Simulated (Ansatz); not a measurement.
# Zn8NO6: the cost of one run

Method: DFT r2SCAN, plane waves, PAW, scalar-relativistic, no spin polarisation, in Ansatz 0.2.0.

### 1 The structure to begin with

The cell holds 15 atoms (NO6Zn8): a = 6.475 Å, b = 5.607 Å, c = 5.222 Å, α = 90.00°, β = 90.00°, γ = 90.00°.

Structure file:

```xyz
15
Lattice="-3.2374 -5.6073 0.0000 4.8560 -2.8036 0.0000 0.0000 0.0000 5.2221" Properties=species:S:1:pos:R:3 pbc="T T T"
Zn    1.6309   -4.6794    2.5751
Zn   -0.0187   -3.7392   -0.0075
O     1.6234   -4.6863    4.6201
O     0.0145   -3.7596    2.0333
Zn   -0.0207   -1.8684    2.6068
Zn    3.2352   -3.7530    0.0019
O    -0.0067   -1.8667    4.5764
O     3.2184   -3.7638    1.9611
Zn    3.2278   -1.9150    2.5965
Zn    1.5921   -0.9672   -0.0076
O     3.1781   -1.9190    4.6845
Zn   -1.5953   -4.6758    2.6477
Zn    1.6357   -6.5051    0.0027
N    -1.6545   -4.6430    4.5476
O     1.6501   -6.5814    2.0463
```

### 2 Relaxing end A

File input.yaml:

```yaml
crystal:
  lattice:
    - [-3.237351, -5.607256, 0.0]
    - [4.856027, -2.803628, 0.0]
    - [0.0, 0.0, 5.222061]
  atoms:
    - { symbol: Zn, position: [0.49995, 0.6691471, 0.4931162] }
    - { symbol: Zn, position: [0.5015749, 0.3305363, -0.00143] }
    - { symbol: O, position: [0.5014524, 0.6686109, 0.8847187] }
    - { symbol: O, position: [0.5017506, 0.3374849, 0.3893625] }
    - { symbol: Zn, position: [0.2515046, 0.1634013, 0.4991896] }
    - { symbol: Zn, position: [0.2521516, 0.8343307, 0.0003711] }
    - { symbol: O, position: [0.2501963, 0.1654214, 0.8763554] }
    - { symbol: O, position: [0.2548946, 0.8326893, 0.3755503] }
    - { symbol: Zn, position: [0.0068843, 0.6692794, 0.4972228] }
    - { symbol: Zn, position: [0.0064161, 0.3321322, -0.0014511] }
    - { symbol: O, position: [0.0112586, 0.6619617, 0.8970542] }
    - { symbol: Zn, position: [0.7486153, 0.1705502, 0.5070126] }
    - { symbol: Zn, position: [0.7437783, 0.8326976, 0.0005093] }
    - { symbol: "N", position: [0.7487908, 0.1584807, 0.8708467] }
    - { symbol: O, position: [0.7528686, 0.8417256, 0.3918615] }
total_charge: 1
basis:
  ecutwfc: 500.0
kpoints:
  mp_grid: { grid: [2, 2, 2] }
hamiltonian:
  xc: r2scan
  pseudopotentials: { kind: paw, azcp: { folder: soft_1 } }
scf:
  occupations: { method: fermi_dirac, width: 0.05 }
  lower_state_search: "off"
relax:
  f_tol: 0.03
  max_steps: 60
  adjacent_minimum: "off"
output:
  write_density: true
  write_potential: true
  elf: true
  volumetric_format: npy
```

Started as:

```bash
$ ansatz run input.yaml --threads 2 --pin off --max-ram 5120MiB --backend cpu --events-out ev --progress --plain --runs-dir out
```

**Question.** How long does this run take on 2 threads of Arm Neoverse V2, shared host, and how much memory does it need?

About 99 s, with a peak of 0.97 GiB.
